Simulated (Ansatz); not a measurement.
# CH4FNOSi: one species, many methods

Aim: compute CH4FNOSi with functionals from several rungs and with coupled cluster, and see how far each lands from CCSD(T) at the basis-set limit for the atomisation energy.

Method: functionals in def2-TZVPP, the program's frozen cores in correlated methods; program: Ansatz 0.2.0, Gaussian basis.

Plan: LDA (SPW92), PBE-D4, revPBE-D4, BLYP-D4, r2SCAN-D4, B97M-V, PBE0-D4, B3LYP-D4, r2SCANh-D4, r2SCAN0-D4, HSE06-D4, BHLYP-D4, CAM-B3LYP-D4, LC-ωPBE, ωB97X-V, ωB97M-V, B2PLYP, PBE-QIDH; CCSD(T)/def2-SVP; CCSD(T)/def2-TZVPP; MP2/def2-QZVPP; extrapolation to the limit; RPA on PBE.

## 1. The geometry

All runs share one geometry, relaxed beforehand with PBE0-D4 in a triple-zeta def2 set.

SMILES `N[Si]1(F)CO1`, 9 atoms, charge 0, spin multiplicity 1.

Atoms are counted from 1 here; the program's logs count them from 0.

Bond lengths: N1–Si2 1.676 Å, N1–H6 1.004 Å, N1–H7 1.004 Å, Si2–F3 1.585 Å, Si2–C4 1.788 Å, Si2–O5 1.625 Å, C4–O5 1.527 Å, C4–H8 1.088 Å, C4–H9 1.088 Å. Angles: Si2–N1–H6 123.0°, Si2–N1–H7 122.8°, H6–N1–H7 114.0°, N1–Si2–F3 105.9°, N1–Si2–C4 130.4°, N1–Si2–O5 119.4°, F3–Si2–C4 119.8°, F3–Si2–O5 119.7°, C4–Si2–O5 52.9°, Si2–C4–O5 58.1°, Si2–C4–H8 122.7°, Si2–C4–H9 123.7°, O5–C4–H8 111.5°, O5–C4–H9 111.3°, H8–C4–H9 112.7°, Si2–O5–C4 69.0°.

## 2. LDA

This LDA is Slater exchange with PW92 correlation.

in.yaml

```yaml
crystal:
  periodic: [false, false, false]
  atoms:
    - {symbol: N, position_ang: [0.705098, 1.175196, -0.959422]}
    - {symbol: Si, position_ang: [0.282140, -0.293784, -0.272977]}
    - {symbol: F, position_ang: [1.407582, -1.318453, -0.715455]}
    - {symbol: C, position_ang: [-0.738622, -0.656616, 1.149139]}
    - {symbol: O, position_ang: [-1.275087, -0.758118, -0.276496]}
    - {symbol: H, position_ang: [0.094675, 1.972809, -0.965739]}
    - {symbol: H, position_ang: [1.617322, 1.356215, -1.338995]}
    - {symbol: H, position_ang: [-0.733980, -1.625681, 1.643892]}
    - {symbol: H, position_ang: [-1.270527, 0.102230, 1.718953]}
basis:
  gaussian: {orbitals: def2-TZVPP}
hamiltonian: {xc: lda}
output: {orbitals: {seedname: orbitals}}
```

On the command line:

```console
$ ansatz run in.yaml --threads 2 --pin off --events-out ev --progress --plain --max-ram 4352MiB
```

After this run come: PBE-D4 (GGA); revPBE-D4 (GGA); BLYP-D4 (GGA); r2SCAN-D4 (meta-GGA); B97M-V (meta-GGA); PBE0-D4 (hybrid); B3LYP-D4 (hybrid); r2SCANh-D4 (hybrid); r2SCAN0-D4 (hybrid); HSE06-D4 (hybrid); BHLYP-D4 (hybrid); CAM-B3LYP-D4 (range-separated); LC-ωPBE (range-separated); ωB97X-V (range-separated); ωB97M-V (range-separated); B2PLYP (double hybrid); PBE-QIDH (double hybrid); CCSD(T) in def2-SVP; CCSD(T) in def2-TZVPP; MP2 in def2-QZVPP; RPA on PBE orbitals.

Q: Predict the results of all the runs planned. Wanted: atomisation energy, CCSD(T)/CBS; farthest beyond LDA; mean size of error, GGA; mean size of error, meta-GGA; mean size of error, hybrid; mean size of error, range-separated; mean size of error, double hybrid; gap, smallest and largest; T1 diagnostic.

The runs gave:

| quantity | value |
| --- | --- |
| atomisation energy, CCSD(T)/CBS | 3559.8 kJ/mol |
| functionals within 17.8 kJ/mol (0.5 %) | BLYP-D4, r2SCAN-D4, B97M-V, CAM-B3LYP-D4, LC-ωPBE, ωB97X-V, ωB97M-V |
| farthest beyond LDA | BHLYP-D4 (-160.0 kJ/mol) |
| mean size of error, GGA | 36.2 kJ/mol |
| mean size of error, meta-GGA | 4.5 kJ/mol |
| mean size of error, hybrid | 59.5 kJ/mol |
| mean size of error, range-separated | 8.3 kJ/mol |
| mean size of error, double hybrid | 48.9 kJ/mol |
| gap, smallest and largest | 5.40 eV (BLYP-D4), 12.80 eV (LC-ωPBE) |
| T1 diagnostic | 0.0121 |
| triples share of the correlation energy | 3.6 % |

What this shows: The LDA atomisation energy is off by 560.3 kJ/mol (16 %): it overbinds. PBE-D4 misses by +72.9 kJ/mol. Double hybrids carry the basis error of their MP2 part in triple zeta, and no dispersion term here, so their miss is partly the set-up's. The rungs meta-GGA, range-separated miss on average by less than the doubt on the reference (17.8 kJ/mol), so they tie. Misses under about 17.8 kJ/mol are within the doubt on the reference itself, which lacks core-valence correlation, relativity and higher excitations. Hartree-Fock recovers 69 % of the binding; the rest is correlation. CCSD(T) in def2-SVP is off by -319.9 kJ/mol, worse than the median functional, from the basis alone. Orbital gaps span 5.4 to 12.8 eV; exact exchange widens them.
